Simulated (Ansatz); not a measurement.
**Alloy of GaAs and InP (6 of 32 As sites, 6 of 32 Ga sites exchanged), 64 atoms**

Wanted: the relaxed alloy cell and its gap (PBEsol).

Program: Ansatz 0.2.0, PAW, plane waves. These are calculated values, not measurements.

## Step 1: The starting cell

64 atoms (26 Ga, 6 In, 26 As, 6 P); a = 11.403 Å, b = 11.403 Å, c = 11.403 Å, α = 90.00°, β = 90.00°, γ = 90.00°. All atoms were shaken off their sites by about 0.02 Å along each axis.

Plan of the steps: (2) PBEsol cell relaxation at the single k point (¼, ¼, ¼), on 1 × NVIDIA H100 80GB HBM3 with 4 threads of AMD EPYC 7R13.

## Step 2: PBEsol relaxation of the cell and the positions

in.yaml reads:

```yaml
crystal:
  lattice:
    - [11.402844, 0.000000, 0.000000]
    - [0.000000, 11.402844, 0.000000]
    - [0.000000, 0.000000, 11.402844]
  atoms:
    - { symbol: Ga, position: [0.995697, 0.000395, 0.997599] }
    - { symbol: Ga, position: [0.997700, 0.999348, 0.497701] }
    - { symbol: Ga, position: [0.999679, 0.502345, 0.000577] }
    - { symbol: Ga, position: [0.998367, 0.501003, 0.497981] }
    - { symbol: Ga, position: [0.499376, 0.999853, 0.001859] }
    - { symbol: Ga, position: [0.497950, 0.999120, 0.501077] }
    - { symbol: Ga, position: [0.502200, 0.503848, 0.501303] }
    - { symbol: Ga, position: [0.250956, 0.248888, 0.503085] }
    - { symbol: Ga, position: [0.250706, 0.746957, 0.000602] }
    - { symbol: Ga, position: [0.250917, 0.752294, 0.497603] }
    - { symbol: Ga, position: [0.749450, 0.253718, 0.000298] }
    - { symbol: Ga, position: [0.749009, 0.251798, 0.501639] }
    - { symbol: Ga, position: [0.753427, 0.748433, 0.000170] }
    - { symbol: Ga, position: [0.752264, 0.748058, 0.500242] }
    - { symbol: Ga, position: [0.250099, 0.001247, 0.251527] }
    - { symbol: Ga, position: [0.251581, 0.000919, 0.748045] }
    - { symbol: Ga, position: [0.249268, 0.503307, 0.249141] }
    - { symbol: Ga, position: [0.747124, 0.997019, 0.247913] }
    - { symbol: Ga, position: [0.749734, 0.995115, 0.752922] }
    - { symbol: Ga, position: [0.749853, 0.500571, 0.251850] }
    - { symbol: Ga, position: [0.000417, 0.751574, 0.249707] }
    - { symbol: Ga, position: [0.002367, 0.747438, 0.751350] }
    - { symbol: Ga, position: [0.496843, 0.252135, 0.250509] }
    - { symbol: Ga, position: [0.501777, 0.249603, 0.754469] }
    - { symbol: Ga, position: [0.501449, 0.748952, 0.251263] }
    - { symbol: Ga, position: [0.501556, 0.749386, 0.753770] }
    - { symbol: In, position: [0.500206, 0.500153, 0.000746] }
    - { symbol: In, position: [0.250900, 0.250055, 0.003359] }
    - { symbol: In, position: [0.247376, 0.501635, 0.749897] }
    - { symbol: In, position: [0.747941, 0.497445, 0.748255] }
    - { symbol: In, position: [0.000317, 0.248807, 0.252194] }
    - { symbol: In, position: [0.002849, 0.248604, 0.751598] }
    - { symbol: As, position: [0.125841, 0.124134, 0.124174] }
    - { symbol: As, position: [0.124591, 0.122327, 0.625423] }
    - { symbol: As, position: [0.123372, 0.626418, 0.129205] }
    - { symbol: As, position: [0.125258, 0.623081, 0.624925] }
    - { symbol: As, position: [0.623005, 0.124039, 0.126249] }
    - { symbol: As, position: [0.626193, 0.624640, 0.126026] }
    - { symbol: As, position: [0.624571, 0.628575, 0.624899] }
    - { symbol: As, position: [0.371875, 0.371617, 0.125764] }
    - { symbol: As, position: [0.371759, 0.374573, 0.621992] }
    - { symbol: As, position: [0.377306, 0.876239, 0.122796] }
    - { symbol: As, position: [0.374029, 0.874576, 0.624611] }
    - { symbol: As, position: [0.875573, 0.375231, 0.125489] }
    - { symbol: As, position: [0.876518, 0.376145, 0.625271] }
    - { symbol: As, position: [0.878745, 0.876113, 0.124645] }
    - { symbol: As, position: [0.874686, 0.873955, 0.625806] }
    - { symbol: As, position: [0.376472, 0.123976, 0.873990] }
    - { symbol: As, position: [0.378129, 0.622656, 0.376575] }
    - { symbol: As, position: [0.874437, 0.127432, 0.375582] }
    - { symbol: As, position: [0.874277, 0.127322, 0.875747] }
    - { symbol: As, position: [0.875915, 0.626886, 0.372468] }
    - { symbol: As, position: [0.124775, 0.378288, 0.374315] }
    - { symbol: As, position: [0.123559, 0.374593, 0.876804] }
    - { symbol: As, position: [0.122624, 0.875802, 0.874847] }
    - { symbol: As, position: [0.627942, 0.376044, 0.376110] }
    - { symbol: As, position: [0.623661, 0.377729, 0.876067] }
    - { symbol: As, position: [0.627363, 0.874350, 0.375181] }
    - { symbol: P, position: [0.625691, 0.124672, 0.627084] }
    - { symbol: P, position: [0.375487, 0.124838, 0.374270] }
    - { symbol: P, position: [0.376556, 0.628234, 0.877401] }
    - { symbol: P, position: [0.876798, 0.625508, 0.873271] }
    - { symbol: P, position: [0.130245, 0.876795, 0.375519] }
    - { symbol: P, position: [0.622803, 0.877303, 0.872328] }
  symmetry: { detect: false }
kpoints:
  mp_grid: { grid: [1, 1, 1], shift: [0.25, 0.25, 0.25] }
hamiltonian:
  xc: pbesol
scf:
  occupations: { method: fermi_dirac, width: 0.01 }
relax:
  f_tol: 0.03
  max_steps: 80
  escape_saddle: false
  adjacent_minimum: "off"
  cell: { fix: [shape] }
output:
  forces: true
  eigenvalues: true
  populations: true
  write_density: true
  write_potential: true
  elf: true
  volumetric_format: npy
```

Started as:

```
$ ansatz run in.yaml --threads 4 --pin off --max-ram 61750MiB --runs-dir r --events-out ev --progress --plain --backend cuda --devices 0, --max-vram 37GiB
```

Output:

```text
Pseudopotentials: kind: paw
Functional definition: PBEsol
  exchange = pbesol_x
  correlation = pbesol_c
Crystal: 64 atoms, lattice volume = 1482.653 Å³
Basis set: ecut = 420 eV, 28991 PW (Γ), exchange–correlation on 160×160×160 points (8 copies of the dense FFT grid, shifted against one another)
Bands: 502, of which v1, the nominal top of the filled ones, is band 418 counted from 1 (417 counted from 0)
Symmetry: 1 space group operations
k-points: 1
Non-local potential: Ga, projectors of the file, l = 0: 2, l = 1: 2, l = 2: 3, l = 3: 1
Non-local potential: In, projectors of the file, l = 0: 2, l = 1: 2, l = 2: 2, l = 3: 2
Non-local potential: As, projectors of the file, l = 0: 2, l = 1: 2, l = 2: 3, l = 3: 1
Non-local potential: P, projectors of the file, l = 0: 2, l = 1: 2, l = 2: 2
PAW form: soft (Blöchl's): semilocal exchange-correlation on the pseudo side does not see the compensation charge
PAW frozen core: Ga, regenerated for the run's functional, and the local potential with it (the file was generated under x = pbe(κ = 0.804, μ = 0.2195149727645171), c = pbe(β = 0.06672455060314922))
PAW frozen core: In, regenerated for the run's functional, and the local potential with it (the file was generated under x = pbe(κ = 0.804, μ = 0.2195149727645171), c = pbe(β = 0.06672455060314922))
PAW frozen core: As, regenerated for the run's functional, and the local potential with it (the file was generated under x = pbe(κ = 0.804, μ = 0.2195149727645171), c = pbe(β = 0.06672455060314922))
PAW frozen core: P, regenerated for the run's functional, and the local potential with it (the file was generated under x = pbe(κ = 0.804, μ = 0.2195149727645171), c = pbe(β = 0.06672455060314922))
PAW one-centre angular grid: Ga, 590 points (default); XC on 64 Gauss nodes
PAW one-centre angular grid: In, 590 points (default); XC on 64 Gauss nodes
PAW one-centre angular grid: As, 590 points (default); XC on 64 Gauss nodes
PAW one-centre angular grid: P, 110 points (default); XC on 64 Gauss nodes
Initial density: superposition of atomic densities (neutral atoms: chi_scale 0, normalization atom), corrected by the library's trained network
Initial wavefunctions: pseudopotential atomic-orbital guess
Functional: x = pbesol(κ = 0.804, μ = 0.12345679012345678), c = pbesol(β = 0.046)
SCF iter   1: F=—  HF=-260070.714122 eV  |F-HF|=—  |Δ(HF+E_count)|=         —  Δρ=4.41e-3  dr2=3.95e-1  ethr=1.77e-3  ⟨swp⟩=6.0  Hψ=1873  notcnv=0  defer=23
preconditioner: auto → Resta (q_TF=auto, 2.480 Å⁻¹)  ε∞=3.7  [insulator: Δε(μ)=1.244 eV  Ē_g=14.107 eV  σ=0.010 eV  W_gap=1.00  n_scr=388 (ndim 8)  ℏωp=23.1 eV  f_vac=0.075  D(μ)=0.00/eV (n_scr^D=0)  ε∞_Penn≈3.7]
SCF iter   2: F=—  HF=-260070.568127 eV  |F-HF|=—  |Δ(HF+E_count)|=   1.46e-1  Δρ=2.15e-3  dr2=9.06e-2  ethr=4.73e-5  ⟨swp⟩=2.0  Hψ=651  notcnv=0  defer=79
SCF iter   3: F=—  HF=-260070.555310 eV  |F-HF|=—  |Δ(HF+E_count)|=   1.28e-2  Δρ=5.94e-4  dr2=8.41e-3  ethr=1.08e-5  ⟨swp⟩=3.0  Hψ=573  notcnv=0  defer=79
SCF iter   4: F=—  HF=-260070.558274 eV  |F-HF|=—  |Δ(HF+E_count)|=   2.96e-3  Δρ=2.13e-4  dr2=1.17e-3  ethr=1.01e-6  ⟨swp⟩=2.0  Hψ=844  notcnv=0  defer=79
SCF iter   5: F=—  HF=-260070.555007 eV  |F-HF|=—  |Δ(HF+E_count)|=   3.27e-3  Δρ=1.11e-4  dr2=2.30e-4  ethr=1.40e-7  ⟨swp⟩=3.0  Hψ=840  notcnv=0  defer=79
SCF iter   6: F=—  HF=-260070.555030 eV  |F-HF|=—  |Δ(HF+E_count)|=   2.27e-5  Δρ=3.59e-5  dr2=2.46e-5  ethr=2.75e-8  ⟨swp⟩=2.0  Hψ=711  notcnv=0  defer=79
SCF iter   7: F=—  HF=-260070.557478 eV  |F-HF|=—  |Δ(HF+E_count)|=   2.45e-3  Δρ=1.24e-5  dr2=2.93e-6  ethr=2.95e-9  ⟨swp⟩=3.0  Hψ=895  notcnv=0  defer=79
SCF iter   8: F=—  HF=-260070.557481 eV  |F-HF|=—  |Δ(HF+E_count)|=   2.24e-6  Δρ=3.84e-6  dr2=2.10e-7  ethr=3.51e-10  ⟨swp⟩=3.0  Hψ=848  notcnv=0  defer=79
SCF iter   9: F=-260070.557481 eV  HF=-260070.557481 eV  |F-HF|=1.72e-8  |Δ(HF+E_count)|=   3.28e-7  Δρ=1.60e-6  dr2=3.85e-8  ethr=1.20e-11  ⟨swp⟩=23.0  Hψ=5137  notcnv=0
SCF 1 converged in 9 iterations: F = -260070.557481 eV  dr2 = 3.85e-8
relax step   1: F+E_penalty+E_count = -260070.55748101 eV  Δ(F+E_penalty+E_count) = +0.000e0 eV  max|allowed force component| = 1.976e0 eV/Å  Δτ_max = 0.0000 Å  P = +0.632 GPa  Ω = 1482.653 Å³  fix = [alpha, beta, gamma, b/a, c/a]  reactions: b/a -0.001, c/a +0.010 GPa; alpha +0.811, beta +0.864, gamma +0.605 GPa/rad  (9 SCF iters, dr2 threshold 1.00e-7 eV, accepted)
[... 14 lines left out ...]
relax step   2: F+E_penalty+E_count = -260073.22774406 eV  Δ(F+E_penalty+E_count) = -2.670e0 eV  max|allowed force component| = 2.287e-1 eV/Å  Δτ_max = 0.1992 Å  P = -0.596 GPa  Ω = 1492.247 Å³  energy of the carried Pulay correction = -1.865e-3 eV  fix = [alpha, beta, gamma, b/a, c/a]  reactions: b/a +0.039, c/a -0.002 GPa; alpha +0.699, beta +0.662, gamma +0.645 GPa/rad  (7 SCF iters, dr2 thresh [...]
[... 6 lines left out ...]
relax step   3: F+E_penalty+E_count = -260073.33013773 eV  Δ(F+E_penalty+E_count) = -1.024e-1 eV  max|allowed force component| = 4.798e-2 eV/Å  Δτ_max = 0.0584 Å  P = -0.034 GPa  Ω = 1479.269 Å³  energy of the carried Pulay correction = +6.609e-4 eV  fix = [alpha, beta, gamma, b/a, c/a]  reactions: b/a +0.041, c/a -0.004 GPa; alpha +0.645, beta +0.673, gamma +0.709 GPa/rad  (6 SCF iters, dr2 thres [...]
[... 10 lines left out ...]
relax step   4: F+E_penalty+E_count = -260073.33369882 eV  Δ(F+E_penalty+E_count) = -3.561e-3 eV  max|allowed force component| = 1.796e-2 eV/Å  Δτ_max = 0.0136 Å  P = -0.001 GPa  Ω = 1478.594 Å³  energy of the carried Pulay correction = +7.928e-4 eV  fix = [alpha, beta, gamma, b/a, c/a]  reactions: b/a +0.041, c/a -0.003 GPa; alpha +0.665, beta +0.680, gamma +0.709 GPa/rad  (6 SCF iters, dr2 thres [...]
[... 9 lines left out ...]
relax step   5: F+E_penalty+E_count = -260073.33341592 eV  Δ(F+E_penalty+E_count) = +2.829e-4 eV  max|allowed force component| = 1.797e-2 eV/Å  Δτ_max = 0.0000 Å  P = -0.001 GPa  Ω = 1478.594 Å³  fix = [alpha, beta, gamma, b/a, c/a]  reactions: b/a +0.041, c/a -0.003 GPa; alpha +0.665, beta +0.681, gamma +0.710 GPa/rad  stress off target by 1.18e-3 GPa on what of the cell is left free  SCF on the [...]
SCF converged after 5 iterations
Free energy (F): -260073.333416 eV
Harris-Foulkes:  -260073.333416 eV  (|F-HF|=0.00e0)
Internal energy: -260073.333416 eV  (E = F + TS)
E sigma→0 (E₀):  -260073.333416 eV
Fermi energy:    8.244153 eV
--- Per-component energies (eV) ---
  E_band       = -8605.077223
  E_kinetic    = 7584.256141
  E_local      = -113828.744944  (includes V_loc(G=0)·N_el)
  E_nonlocal   = -3882.879358
  E_hartree    = 56311.633616
  E_xc         = -5472.592465
  E_vxc        = -4533.680697  (∫ρ·V_xc dr)
  E_paw        = -125145.998908  (= ΣΔE_a)
  E_vpaw       = -6567.290535  (= ΣTr[D̂ρ^β])
  E_aug_tail   = -0.002670  (compensation charges beyond the density's cutoff)
  E_ewald      = -75688.261389
  E_core_change = 49.256561  (= ΣΔE_core)
  E_smearing   = -0.000000  (= −TS)
  E_closure    = 0.000000  (closes the sum)
  Σ components = -260073.333416   (vs F -260073.333416, Δ=0.00e0)
--- Forces (eV/Å), atoms counted from 1 ---
  atom   1  Ga     0.00512339    -0.00728053     0.00779217
  atom   2  Ga     0.00385289    -0.00178106    -0.00029132
[... 23 atoms left out ...]
  atom  26  Ga     0.00133439     0.01533083    -0.01356942
[... 6 atoms left out ...]
  atom  33  As    -0.01425068     0.00342899    -0.00820530
[... 5 atoms left out ...]
  atom  39  As    -0.00376797    -0.00933517     0.01281027
  atom  40  As    -0.00841871     0.01252415    -0.00328961
  atom  41  As    -0.00365720    -0.00797891     0.00840691
[... 15 atoms left out ...]
  atom  57  As    -0.00608151    -0.00255507    -0.01610392
[... 3 atoms left out ...]
  atom  61  P     -0.00026913    -0.01756861     0.01796751
[... 3 atoms left out ...]
  max |Σ_I F_I| component: 4.38e-7 eV/Å
--- Stress (GPa, compression-positive) ---
       -0.038885      -0.709861      -0.680606
       -0.709861       0.039731      -0.665083
       -0.680606      -0.665083      -0.004378
  P = ⅓ Tr σ = -0.0012 GPa (-0.012 kbar)
--- Band table (eV) ---
  k-point 0: bands = [... 406 lower levels ..., "6.6421", "6.6666", "6.7072", "6.7538", "6.7813", "6.8675", "6.9078", "7.0619", "7.1555", "7.2182", "7.5974", "7.6070", "8.8780", "9.2571", "9.3839", "9.4408", "9.4584", "9.6743", "9.7424", "9.7652", "9.8368", "9.8919", "9.9502", "10.0031", ... 72 higher levels ...]
--- Relaxed structure (4 steps of the walk, 4 accepted, 1 SCFs on fresh bases) ---
  F+E_penalty+E_count = -260073.33341592 eV   max|allowed force component| = 1.797e-2 eV/Å   (the final SCF, on the basis selected at the relaxed cell)
  cell:  # Å, volume = 1478.5944 Å³
    - [11.392429452650472, 1.165499455113567e-143, 6.374617256165233e-144]
    - [1.165499455113567e-143, 11.392429452650472, -1.3733361828551945e-142]
    - [6.374617256165233e-144, -1.3733361828551945e-142, 11.392429452650472]
  atoms:
    - { symbol: Ga, position: [0.9978477541127584, -0.0061001066263941806, 1.0005519177125601] }
    - { symbol: Ga, position: [1.0020968407559683, 0.9923458688486164, 0.4980019294436557] }
[... 62 atoms left out ...]
--- Löwdin populations: 64 sites ---
  site symbol       q [e]
     0     Ga     12.9590
     1     Ga     12.9549
[... 62 atoms left out ...]
  spilling = 0.001568 (of n_electrons = 836.000000)
```

Wall time 20 s (1 × NVIDIA H100 80GB HBM3 with 4 threads of AMD EPYC 7R13, shared host); peak host memory 1.6 GiB.

Step by step (solves on a freshly chosen basis count as rows, and their energies jump a little):

| accepted step | energy change (eV) | largest force component (eV/Å) | SCF cycles | pressure (GPa) |
| --- | --- | --- | --- | --- |
| 1 | 0.000 | 1.976 | 9 | 0.63 |
| 2 | -2.670 | 0.229 | 7 | -0.60 |
| 3 | -2.773 | 0.048 | 6 | -0.03 |
| 4 | -2.776 | 0.018 | 6 | 0.00 |
| 5 | -2.776 | 0.018 | 5 | 0.00 |

Largest shifts, less the median shift:

| atom | shift (Å) | dx | dy | dz |
| --- | --- | --- | --- | --- |
| As57 | 0.197 | -0.004 | -0.192 | -0.041 |
| Ga24 | 0.193 | 0.049 | -0.120 | -0.143 |
| As40 | 0.189 | 0.054 | 0.035 | 0.178 |
| As33 | 0.188 | -0.011 | -0.182 | 0.046 |
| As45 | 0.177 | -0.035 | -0.034 | -0.170 |
| As51 | 0.175 | -0.084 | -0.144 | 0.053 |
| As50 | 0.171 | -0.066 | -0.141 | 0.071 |
| As36 | 0.167 | -0.093 | 0.120 | -0.069 |

|  | before | after | change |
| --- | --- | --- | --- |
| a (Å) | 11.403 | 11.392 | -0.09 % |
| b (Å) | 11.403 | 11.392 | -0.09 % |
| c (Å) | 11.403 | 11.392 | -0.09 % |
| volume (Å³/atom) | 23.166 | 23.103 | -0.27 % |

Bond lengths by pair after relaxation (within a distance cut, which drops stretched bonds):

| pair | count | mean (Å) | spread (Å) | least | most |
| --- | --- | --- | --- | --- | --- |
| As–Ga | 83 | 2.455 | 0.014 | 2.426 | 2.484 |
| As–In | 21 | 2.596 | 0.010 | 2.576 | 2.620 |
| Ga–P | 21 | 2.386 | 0.015 | 2.354 | 2.411 |
| In–P | 3 | 2.531 | 0.005 | 2.525 | 2.537 |

Spacing of the frontier levels at the single k point (¼, ¼, ¼): 1.27 eV (7.607 to 8.878 eV).

Density in a lattice plane of the grid's cell (edges 11.39 and 11.39 Å, at 0.115 of the third edge), which holds As and P.

Ten even steps from ' ' (0.02 e/Å³) to '@' (22.21 e/Å³):
```
                                                
                  ==::                  --%%..  
                ..@@==                  ::++    
                                                
                                                
                                                
      ==::                                      
    ..@@==                                      
                                                
                                                
                                                
                                        --@@..  
                                        ::++    
                                                
                                                
                                                
    ::%%::                  ::%%..              
    ..**..                  ::**..              
                                                
                                                
```
Columns run along the first of these edges and rows up along the second, over one cell in 24 and 20 even steps from the bottom left corner. Atoms in the plane (fractional): As at (0.12, 0.13), As at (0.13, 0.62), As at (0.62, 0.13), As at (0.38, 0.87), As at (0.87, 0.38), As at (0.87, 0.88), P at (0.63, 0.62), P at (0.38, 0.38).

ELF in the same plane.

Values, 12 rows by 12 columns:
```
0.41 0.04 0.04 0.36 0.65 0.57 0.51 0.05 0.03 0.54 0.46 0.58
0.38 0.04 0.04 0.43 0.57 0.44 0.55 0.03 0.05 0.53 0.55 0.64
0.20 0.37 0.41 0.28 0.50 0.56 0.24 0.39 0.44 0.27 0.44 0.41
0.37 0.64 0.57 0.50 0.05 0.04 0.41 0.72 0.74 0.45 0.04 0.04
0.41 0.57 0.44 0.54 0.03 0.05 0.47 0.74 0.70 0.42 0.03 0.04
0.27 0.52 0.57 0.22 0.39 0.49 0.27 0.48 0.43 0.23 0.55 0.50
0.43 0.05 0.03 0.40 0.71 0.74 0.48 0.05 0.04 0.55 0.47 0.56
0.35 0.04 0.05 0.45 0.75 0.70 0.43 0.03 0.05 0.49 0.57 0.63
0.19 0.50 0.49 0.27 0.44 0.44 0.21 0.47 0.49 0.29 0.44 0.37
0.50 0.56 0.53 0.45 0.04 0.03 0.50 0.53 0.57 0.46 0.05 0.04
0.45 0.57 0.61 0.48 0.05 0.04 0.49 0.57 0.59 0.39 0.03 0.05
0.26 0.43 0.47 0.20 0.35 0.40 0.27 0.46 0.38 0.22 0.53 0.49
```
Columns run along the first of these edges and rows up along the second, over one cell in 12 and 12 even steps from the bottom left corner. Atoms in the plane (fractional): As at (0.12, 0.13), As at (0.13, 0.62), As at (0.62, 0.13), As at (0.38, 0.87), As at (0.87, 0.38), As at (0.87, 0.88), P at (0.63, 0.62), P at (0.38, 0.38).

Both are smooth fields of the valence electrons: close to the nuclei they are not physical.

Maxima of ELF outside the ion cores: 0.92 on the P–Ga line, 0.9 Å from P; 0.90 on the P–In line, 0.9 Å from P; 0.79 on the As–Ga line, 1.1 Å from As.

## Step 3: Outcome

| level | time | top filled to lowest empty (eV) |
| --- | --- | --- |
| PBEsol, relaxation | 20 s (GPU) | 1.27 |

```
     quantity                                                                         value
   relaxation                                              5 recorded steps, 2.78 eV gained
largest shift                                                                 0.20 Å (As57)
 relaxed cell  a = 11.392 Å, b = 11.392 Å, c = 11.392 Å, α = 90.00°, β = 90.00°, γ = 90.00°
   mean bonds                            As–Ga 2.455, As–In 2.596, Ga–P 2.386, In–P 2.531 Å
```

**Reading.** The relaxation lowers the energy by 2.78 eV; the largest shift is 0.20 Å (As57), while the volume changes by -0.3 %. The mean lengths of the listed bonds run from Ga–P 2.39 Å to As–In 2.60 Å. Spin–orbit coupling is left out, which matters for the band edges of the heavier elements here. With one k point the spacing samples only the states that fold onto it, so it can exceed the gap over the zone.
